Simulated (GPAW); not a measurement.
# CuSn3 (I4/mmm) in GPAW: further runs

The runs below take CuSn3 through band structure, with PBEsol, LDA.

Everything below comes from runs of GPAW 26.7.0. Logs are shortened: lines on timing, memory, paths and dates and some standing lists are left out, and cuts for length are marked. The log counts tension as positive stress, the text compression.

## Step 1: Starting point

The structure is tetragonal, space group I4/mmm (No. 139). Conventional cell: a = 4.480 Å, b = 4.480 Å, c = 9.741 Å, α = 90.00°, β = 90.00°, γ = 90.00°. Around Sn (site symmetry 4/mmm) lie 4 Cu at 3.17 Å and 8 Sn at 3.31 Å. Around Sn (site symmetry -4m2) lie 8 Sn at 3.17 to 3.31 Å and 4 Cu at 3.31 Å. Around Cu (site symmetry 4/mmm) lie 12 Sn at 3.17 to 3.31 Å.

The cell comes from a database or a generator and needn't be the stable form of this composition.

## Step 2: Band structure, PBEsol

Input file run.py:

```python
from ase import Atoms
from ase.dft.bandgap import bandgap
from ase.io import write
from ase.units import GPa
from gpaw import GPAW, PW, setup_paths

setup_paths.insert(0, '.')

atoms = Atoms(['Sn', 'Sn', 'Sn', 'Cu'],
              cell=[[-2.239903, 2.239903, 4.870704],
                    [2.239903, -2.239903, 4.870704],
                    [2.239903, 2.239903, -4.870704]],
              scaled_positions=[[0.5, 0.5, 0.0],
                                [0.25, 0.75, 0.5],
                                [0.75, 0.25, 0.5],
                                [0.0, 0.0, 0.0]],
              pbc=True)

calc = GPAW(mode=PW(600),
            xc='PBEsol',
            kpts={'size': (6, 6, 6), 'gamma': True},
            occupations={'name': 'fermi-dirac', 'width': 0.05},
            nbands=43,
            convergence={'density': 1e-05, 'energy': 1e-05},
            maxiter=150,
            txt='gpaw.txt')
atoms.calc = calc
energy = atoms.get_potential_energy()
forces = atoms.get_forces()
stress = atoms.get_stress()
calc.write('gs.gpw')
write('result.traj', atoms)
print(f'Energy: {energy:.6f} eV')
print('Forces (eV/A):')
print(forces.round(4))
print('Stress (GPa):', (stress / GPa).round(3))
print('Fermi level:', round(calc.get_fermi_level(), 4), 'eV')
print(f'Gap: {bandgap(calc)[0]:.4f} eV, direct: {bandgap(calc, direct=True)[0]:.4f} eV')

path = atoms.cell.bandpath('GXYSGZS1NPY1Z,XP', npoints=100, eps=1e-4)
bs_calc = calc.fixed_density(kpts=path, symmetry='off', nbands=64,
                             convergence={'bands': 'CBM+6.0', 'eigenstates': 1e-6}, txt='bands.txt')
bs = bs_calc.band_structure()
bs.write('bs.json')
print(f'Gap on the path: {bandgap(bs_calc)[0]:.4f} eV')
```

Potentials or basis: PAW data sets generated in the run's folder for this functional, pw.

On the command line:

```
> gpaw-setup -f PBEsol Cu Sn
> OMP_NUM_THREADS=1 python run.py
```

gpaw.txt:

```text
__  _  _
 | _ |_)|_||  |
 |__||  | ||/\| - 26.7.0

Input parameters:
  mode=PW(ecut=600.0),
  convergence={'density': 1e-05, 'energy': 1e-05},
  kpts=MonkhorstPack(size=(6, 6, 6), gamma=True),
  maxiter=150,
  nbands=43,
  occupations=Occupations(name='fermi-dirac', width=0.05),
  xc=XC(name='PBEsol')

Diagonalizing LCAO Hamiltonian
Converting LCAO to pw mode

       Sn

         Sn
            Sn

       Cu

Atoms  # Å, Bohr magnetons
|   | symbol |        x |        y |        z |    initial magnetic moments |
|---|--------|----------|----------|----------|-----------------------------|
| 0 |     Sn | 0.000000 | 0.000000 | 4.870704 | ( 0.0000,  0.0000,  0.0000) |
| 1 |     Sn | 2.239903 | 0.000000 | 2.435352 | ( 0.0000,  0.0000,  0.0000) |
| 2 |     Sn | 0.000000 | 2.239903 | 2.435352 | ( 0.0000,  0.0000,  0.0000) |
| 3 |     Cu | 0.000000 | 0.000000 | 0.000000 | ( 0.0000,  0.0000,  0.0000) |

Unit cell  # Å
| periodic |         x |         y |         z |  lengths |     angles |
|----------|-----------|-----------|-----------|----------|------------|
|      yes | -2.239903 |  2.239903 |  4.870704 | 5.810171 | 134.648678 |
|      yes |  2.239903 | -2.239903 |  4.870704 | 5.810171 | 134.648678 |
|      yes |  2.239903 |  2.239903 | -4.870704 | 5.810171 |  66.076568 |

Number of symmetries: 16
Symmetry operations  # r_c * U_cc + t_c -> r_c
|    | kind |            matrix            |
|----|------|------------------------------|
|  0 |  σ   |  1, 1, 1,  0, 0,-1,  0,-1, 0 |
|  1 |  C4  |  1, 1, 1,  0, 0,-1, -1, 0, 0 |
|  2 |  E   |  1, 0, 0,  0, 1, 0,  0, 0, 1 |
|  3 |  σ   |  1, 0, 0,  0, 1, 0, -1,-1,-1 |
|  4 |  σ   |  0, 1, 0,  1, 0, 0,  0, 0, 1 |
|  5 |  C2  |  0, 1, 0,  1, 0, 0, -1,-1,-1 |
|  6 |  C2  |  0, 0, 1, -1,-1,-1,  1, 0, 0 |
|  7 |  S4  |  0, 0, 1, -1,-1,-1,  0, 1, 0 |
|  8 |  C4  |  0, 0,-1,  1, 1, 1,  0,-1, 0 |
|  9 |  σ   |  0, 0,-1,  1, 1, 1, -1, 0, 0 |
| 10 |  σ   |  0,-1, 0, -1, 0, 0,  1, 1, 1 |
| 11 |  C2  |  0,-1, 0, -1, 0, 0,  0, 0,-1 |
| 12 |  C2  | -1, 0, 0,  0,-1, 0,  1, 1, 1 |
| 13 |  i   | -1, 0, 0,  0,-1, 0,  0, 0,-1 |
| 14 |  S4  | -1,-1,-1,  0, 0, 1,  1, 0, 0 |
| 15 |  C2  | -1,-1,-1,  0, 0, 1,  0, 1, 0 |

BZ-sampling:
  Number of BZ points: 216
  Number of IBZ points: 30

  Monkhorst-Pack size: [6, 6, 6]
  Monkhorst-Pack shift: [0.08333333333333333, 0.08333333333333333, 0.08333333333333333]

K-points  # in reciprocal-cell coordinates
|     |                                coordinates |     weight |
|-----|--------------------------------------------|------------|
|   0 | (  0.00000000,   0.00000000,   0.00000000) | 0.00462963 |
|   1 | (  0.16666667,  -0.16666667,   0.00000000) | 0.01851852 |
|   2 | (  0.16666667,  -0.16666667,   0.16666667) | 0.01851852 |
|   3 | (  0.16666667,   0.00000000,   0.00000000) | 0.03703704 |
|   4 | (  0.16666667,   0.16666667,  -0.16666667) | 0.00925926 |
|   5 | (  0.33333333,  -0.33333333,   0.00000000) | 0.01851852 |
|   6 | (  0.33333333,  -0.33333333,   0.16666667) | 0.03703704 |
|   7 | (  0.33333333,  -0.33333333,   0.33333333) | 0.01851852 |
|   8 | (  0.33333333,  -0.16666667,   0.00000000) | 0.07407407 |
|   9 | (  0.33333333,  -0.16666667,   0.16666667) | 0.03703704 |
| ... |                                            |            |
|  29 | (  0.50000000,   0.50000000,   0.50000000) | 0.00462963 |

Plane wave coefficients: 3287
Cutoff: 600.0 eV

Spin-components: 1 (collinear spins)
Bands:           43
Projectors:      24
Spin-degeneracy: 2
Datatype:        complex128

Parallelization:
  kpt:    1
  domain: 1
  band:   1

Density:
  Valence electrons: 53.0
  Components: 1
  Grid points: [35 35 35]
  Charge: 0.0  # |e|

Potential:
  Grid points: [35 35 35]

species:
  Sn:
    name:    Tin
    Z:       50.0
    valence: 14
    core:    36
    charge:  0.0  # [|e|]
    compensation charges:
      type: gauss
      rc: 0.38  # [Å]
      lmax: 2
    cutoffs:
      filter: 2.23  # [Å]
      core: 2.35  # [Å]
    projectors
    | kind |    occ | energy [eV] | rcut [Å] |
    |------|--------|-------------|----------|
    |   5s |  2.000 |     -10.584 |    1.201 |
    |   5p |  2.000 |      -3.711 |    1.270 |
    |   4d | 10.000 |     -25.798 |    1.185 |
    |    s |        |      16.628 |    1.201 |
    |    p |        |      23.501 |    1.270 |
    |    d |        |       1.413 |    1.185 |

    Using partial waves for Sn as LCAO basis

  Cu:
    name:    Copper
    Z:       29.0
    valence: 11
    core:    18
    charge:  0.0  # [|e|]
    compensation charges:
      type: gauss
      rc: 0.33  # [Å]
      lmax: 2
    cutoffs:
      filter: 2.06  # [Å]
      core: 2.43  # [Å]
    projectors
    | kind |    occ | energy [eV] | rcut [Å] |
    |------|--------|-------------|----------|
    |   4s |  1.000 |      -4.607 |    1.164 |
    |   4p |  0.000 |      -0.637 |    1.164 |
    |   3d | 10.000 |      -5.060 |    1.058 |
    |    s |        |      22.604 |    1.164 |
    |    p |        |      26.574 |    1.164 |
    |    d |        |      22.151 |    1.058 |

    Using partial waves for Cu as LCAO basis

Reference energy: -548792.190527  # eV

eigensolver:
  PPCG
  Converge bands: occupied
  niter=2

density mixing:
  MSR1-Mixer
  Pratt-step length: 0.05
  Maximum mixing coefficient: 0.75
  Old densities: 10
  SVD Regularization: 0.005
  Good broyden scale: 1.0
  Trust region scale: 1.0
  Backstep threshold: 4.0
  History deletion threshold: 6.0
  Fourier metric: weight=20.0, sigma=0.015

occupation numbers:
  Fermi-Dirac:
    width: 0.0500  # eV

poisson solver:
  ecut: 4800.0  # eV

xc functional:
  name: PBEsol with 2 nearest neighbor stencil

convergence criteria:
[... 6 lines left out ...]
|iter     | |      energy | eigst |  dens |
|---------|-|-------------|-------|-------|
|iter:   1| |  -17.553153 | +0.25 |       |
|iter:   2| |  -16.949748 | -1.61 | -1.35 |
|iter:   3| |  -16.758965 | -2.43 | -1.55 |
|iter:   4| |  -16.713669 | -2.55 | -1.73 |
|iter:   5| |  -16.707122 | -3.39 | -1.99 |
|iter:   6| |  -16.692172 | -3.46 | -2.24 |
|iter:   7| |  -16.691550 | -4.10 | -2.73 |
|iter:   8| |  -16.691278 | -5.33 | -3.20 |
|iter:   9| |  -16.691234c| -5.98 | -3.68 |
|iter:  10| |  -16.691229c| -6.87 | -4.11 |
|iter:  11| |  -16.691228c| -7.68c| -4.67 |
|iter:  12| |  -16.691228c| -7.45c| -4.96 |
|iter:  13| |  -16.691228c| -8.33c| -5.51c|

Converged in 13 steps
Energy contributions relative to reference atoms: (reference = -548792.190527)

Energy contributions:
  Kinetic:          -2.345311
  Coulomb:          -0.469158
  Zero:             -0.014142
  External:          0.000000
  Xc:              -13.856966
  Entropy:          -0.011304
  Spinorbit:         0.000000
  ----------------------------
  Free energy:     -16.696880
  Extrapolated:    -16.691228

dipole moment: (-12.401636, -12.401636, 6.061883)  # |e|*Ang

Fermi level: 6.657
Eigenvalues  # (at kpt = [0.000, 0.000, 0.000])
| band index |      eig [eV] | occ [0-2] |
|------------|---------------|-----------|
|          0 |       -14.842 |     2.000 |
|        ... |               |           |
|         20 |         3.943 |     2.000 |
|         21 |         4.079 |     2.000 |
|         22 |         4.367 |     2.000 |
|         23 |         4.701 |     2.000 |
|         24 |         5.697 |     2.000 |
|         25 |         5.697 |     2.000 |
[... 8 lines left out ...]
|         34 |        14.837 |     0.000 |
|         35 |        16.433 |     0.000 |
|        ... |               |           |
|         42 |        19.890 |     0.000 |

No gap
No difference between direct/indirect transitions

Forces  # eV/Ang
|        x |        y |       z |
|----------|----------|---------|
|  0.00000 |  0.00000 | 0.00000 |  # Sn   0
|  0.00000 | -0.00000 | 0.00000 |  # Sn   1
| -0.00000 |  0.00000 | 0.00000 |  # Sn   2
|  0.00000 | -0.00000 | 0.00000 |  # Cu   3

Stress tensor  # eV/Ang^3
|        x |        y |        z |
|----------|----------|----------|
| 0.025186 | 0.000000 | 0.000000 |
| 0.000000 | 0.025186 | 0.000000 |
| 0.000000 | 0.000000 | 0.031969 |

# Writing to gs.gpw (mode='')
```

Run time: 16 min. Hardware: 1 thread of Intel Xeon at 2.50GHz (Skylake/Cascade Lake), shared host; peak memory 0.75 GiB.

What came out:

- Free energy: -16.6969 eV
- Pressure: -4.4 GPa
- Band gap along the path: none (metal or under the smearing width)

Stress tensor (GPa, compression positive):
```
-4.04  0.00  0.00
 0.00 -4.04  0.00
 0.00  0.00 -5.12
```

Levels at the corners of the path, in eV from the Fermi level:
```tsv
point	band 23	band 24	band 25	band 26	band 27	band 28	band 29	band 30
Γ	-2.29	-1.96	-0.96	-0.96	-0.13	-0.13	0.48	1.46
X	-2.20	-2.15	-2.04	-1.97	0.27	0.89	0.90	1.29
Y	-2.21	-2.12	-2.00	-1.47	0.40	1.02	1.08	1.48
S	-2.27	-2.11	-1.04	-0.28	0.83	1.72	1.75	3.00
Γ	-2.29	-1.96	-0.96	-0.96	-0.13	-0.13	0.48	1.46
Z	-2.29	-2.29	-1.98	-0.81	2.78	2.78	2.82	2.83
S1	-2.27	-2.11	-1.04	-0.28	0.83	1.72	1.75	3.00
N	-2.21	-1.92	-0.04	-0.02	0.09	0.28	2.16	2.65
P	-2.20	-2.17	-1.86	-1.65	-1.65	-1.07	3.92	3.92
Y1	-2.21	-2.12	-2.00	-1.47	0.40	1.02	1.08	1.48
Z	-2.29	-2.29	-1.98	-0.81	2.78	2.78	2.82	2.83
X	-2.20	-2.15	-2.04	-1.97	0.27	0.89	0.90	1.29
P	-2.20	-2.17	-1.86	-1.65	-1.65	-1.07	3.92	3.92
```

Caveat: with this Cu data set, volumes or pressures lay over 1.5 % or 2 GPa off other programs in two to four cells of ten; spin-orbit coupling is left out, which moves the levels of the heavy elements.

## Step 3: Band structure, LDA

Edit run.py of step 2 so:

```diff
@@ -4,5 +4,3 @@
 from ase.units import GPa
-from gpaw import GPAW, PW, setup_paths
-
-setup_paths.insert(0, '.')
+from gpaw import GPAW, PW
 
@@ -19,3 +17,3 @@
 calc = GPAW(mode=PW(600),
-            xc='PBEsol',
+            xc='LDA',
             kpts={'size': (6, 6, 6), 'gamma': True},
```

Potentials or basis: the program's PAW data sets (release 1.2.1) made for this functional, pw.

On the command line:

```
> OMP_NUM_THREADS=1 python run.py
```

gpaw.txt:

```text
__  _  _
 | _ |_)|_||  |
 |__||  | ||/\| - 26.7.0

Input parameters:
  mode=PW(ecut=600.0),
  convergence={'density': 1e-05, 'energy': 1e-05},
  kpts=MonkhorstPack(size=(6, 6, 6), gamma=True),
  maxiter=150,
  nbands=43,
  occupations=Occupations(name='fermi-dirac', width=0.05),
  xc=XC(name='LDA')

Diagonalizing LCAO Hamiltonian
Converting LCAO to pw mode

       Sn

         Sn
            Sn

       Cu

Atoms  # Å, Bohr magnetons
|   | symbol |        x |        y |        z |    initial magnetic moments |
|---|--------|----------|----------|----------|-----------------------------|
| 0 |     Sn | 0.000000 | 0.000000 | 4.870704 | ( 0.0000,  0.0000,  0.0000) |
| 1 |     Sn | 2.239903 | 0.000000 | 2.435352 | ( 0.0000,  0.0000,  0.0000) |
| 2 |     Sn | 0.000000 | 2.239903 | 2.435352 | ( 0.0000,  0.0000,  0.0000) |
| 3 |     Cu | 0.000000 | 0.000000 | 0.000000 | ( 0.0000,  0.0000,  0.0000) |

Unit cell  # Å
| periodic |         x |         y |         z |  lengths |     angles |
|----------|-----------|-----------|-----------|----------|------------|
[... 180 lines left out ...]
  External:          0.000000
  Xc:              -14.624505
  Entropy:          -0.012313
  Spinorbit:         0.000000
  ----------------------------
  Free energy:     -17.644367
  Extrapolated:    -17.638210

dipole moment: (-12.459788, -12.459788, 6.115585)  # |e|*Ang

Fermi level: 6.457
Eigenvalues  # (at kpt = [0.000, 0.000, 0.000])
| band index |      eig [eV] | occ [0-2] |
|------------|---------------|-----------|
|          0 |       -14.992 |     2.000 |
|        ... |               |           |
|         20 |         3.728 |     2.000 |
|         21 |         3.855 |     2.000 |
|         22 |         4.128 |     2.000 |
|         23 |         4.452 |     2.000 |
|         24 |         5.498 |     2.000 |
|         25 |         5.498 |     2.000 |
[... 8 lines left out ...]
|         34 |        14.707 |     0.000 |
|         35 |        16.148 |     0.000 |
|        ... |               |           |
|         42 |        19.750 |     0.000 |

No gap
No difference between direct/indirect transitions

Forces  # eV/Ang
|        x |        y |        z |
|----------|----------|----------|
|  0.00000 |  0.00000 | -0.00000 |  # Sn   0
|  0.00000 | -0.00000 |  0.00000 |  # Sn   1
|  0.00000 | -0.00000 |  0.00000 |  # Sn   2
| -0.00000 |  0.00000 |  0.00000 |  # Cu   3

Stress tensor  # eV/Ang^3
|         x |        y |         z |
|-----------|----------|-----------|
|  0.035798 | 0.000000 | -0.000000 |
|  0.000000 | 0.035798 |  0.000000 |
| -0.000000 | 0.000000 |  0.041532 |

# Writing to gs.gpw (mode='')
```

Run time: 18 min. Hardware: 1 thread of Intel Xeon at 2.50GHz (Skylake/Cascade Lake), shared host; peak memory 0.75 GiB.

Results:

```
Free energy             : -17.6444 eV
Pressure                : -6.0 GPa
Band gap along the path : none (metal or under the smearing width)
```

Stress tensor (GPa, compression positive):
```
-5.74  0.00  0.00
 0.00 -5.74  0.00
 0.00  0.00 -6.65
```

Levels at the corners of the path, in eV from the Fermi level:
| point | band 24 | band 25 | band 26 | band 27 | band 28 | band 29 |
| --- | --- | --- | --- | --- | --- | --- |
| Γ | -2.01 | -0.96 | -0.96 | -0.10 | -0.10 | 0.42 |
| X | -2.19 | -2.09 | -2.01 | 0.27 | 0.86 | 0.91 |
| Y | -2.16 | -2.05 | -1.49 | 0.39 | 1.03 | 1.04 |
| S | -2.17 | -1.03 | -0.26 | 0.86 | 1.70 | 1.77 |
| Γ | -2.01 | -0.96 | -0.96 | -0.10 | -0.10 | 0.42 |
| Z | -2.33 | -2.03 | -0.85 | 2.75 | 2.75 | 2.78 |
| S1 | -2.17 | -1.03 | -0.26 | 0.86 | 1.70 | 1.77 |
| N | -1.96 | -0.03 | -0.01 | 0.04 | 0.31 | 2.16 |
| P | -2.21 | -1.90 | -1.67 | -1.67 | -1.07 | 3.90 |
| Y1 | -2.16 | -2.05 | -1.49 | 0.39 | 1.03 | 1.04 |
| Z | -2.33 | -2.03 | -0.85 | 2.75 | 2.75 | 2.78 |
| X | -2.19 | -2.09 | -2.01 | 0.27 | 0.86 | 0.91 |
| P | -2.21 | -1.90 | -1.67 | -1.67 | -1.07 | 3.90 |

Caveat: with this Cu data set, volumes or pressures lay over 1.5 % or 2 GPa off other programs in two to four cells of ten; spin-orbit coupling is left out, which moves the levels of the heavy elements.

## Step 4: For comparison

An earlier run on the cell as given: functional PBEsol; potentials or basis PAW data sets generated in the run's folder for this functional; cutoff 600 eV; basis pw; k mesh 8 × 8 × 8; occupations fermi-dirac, width 0.05 eV; no spin polarisation.

- Pressure: -4.2 GPa
- Band gap on the k mesh: none (metal or under the smearing width)

## Step 5: Overview

```csv
task,level,potentials or basis,k mesh,band path,band points,pressure (GPa)
band structure,PBEsol,"PAW data sets generated in the run's folder for this functional, pw",6 × 6 × 6,"GXYSGZS1NPY1Z,XP",100,-4.4
band structure,LDA,"the program's PAW data sets (release 1.2.1) made for this functional, pw",6 × 6 × 6,"GXYSGZS1NPY1Z,XP",100,-6.0
single point,PBEsol,"PAW data sets generated in the run's folder for this functional, pw",8 × 8 × 8,-,-,-4.2
```

Alike in all rows: no spin polarisation; cell as given; cutoff (eV) 600; smearing fermi-dirac 0.05 eV.

Caveats: with this Cu data set, volumes or pressures lay over 1.5 % or 2 GPa off other programs in two to four cells of ten; spin-orbit coupling is left out, which moves the levels of the heavy elements (some runs).

Total energies depend on the potentials used, so only differences within one code and one set of settings carry meaning.
